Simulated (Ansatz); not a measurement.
Runs of Ansatz 0.2.0 on InSb3. It takes space group Pm-3m (No. 221, cubic). Conventional cell: a = 4.806 Å, b = 4.806 Å, c = 4.806 Å, α = 90.00°, β = 90.00°, γ = 90.00°. Sb (site symmetry 4/mmm) has 8 Sb at 3.40 Å and 4 In at 3.40 Å as nearest neighbours. Around In (site symmetry m-3m) lie 12 Sb at 3.40 Å. The cell comes from a database or a generator and needn't be the stable form of this composition.

```csv
task,level,cell,points for each segment of the path,gap on the mesh (eV),pressure (GPa),relaxed volume (Å³/atom)
relaxation of cell and atoms,PBE0,relaxed,-,none,0.0,27.23
relaxation of cell and atoms,HSE06,relaxed,-,none,0.0,27.22
single point,PBE0,as given,-,none,(a),-
band structure,HSE06,as given,4,none,-1.1,-
```

Alike in all rows: potentials or basis Ansatz PAW; no spin polarisation; k mesh 4 × 4 × 4; cutoff (eV) 420; smearing fermi-dirac 0.05 eV.

**Question.** Estimate the missing entries.

**Answer.** (a) -1.2.

Caveats: the PAW data sets come from PBE, with cores solved anew for the run's functional, which leaves a small shift of forces and pressure; the plane-wave basis is chosen anew once the cell has moved, so the energies of steps on either side of that aren't comparable (some runs); the thresholds are loose for stress (some runs); spin-orbit coupling is left out, which moves the levels of the heavy elements (some runs).

A k mesh can miss the band edges, and the runs leave out spin-orbit coupling on In, Sb.

A gap of «none» marks a metal or a gap under the smearing width.
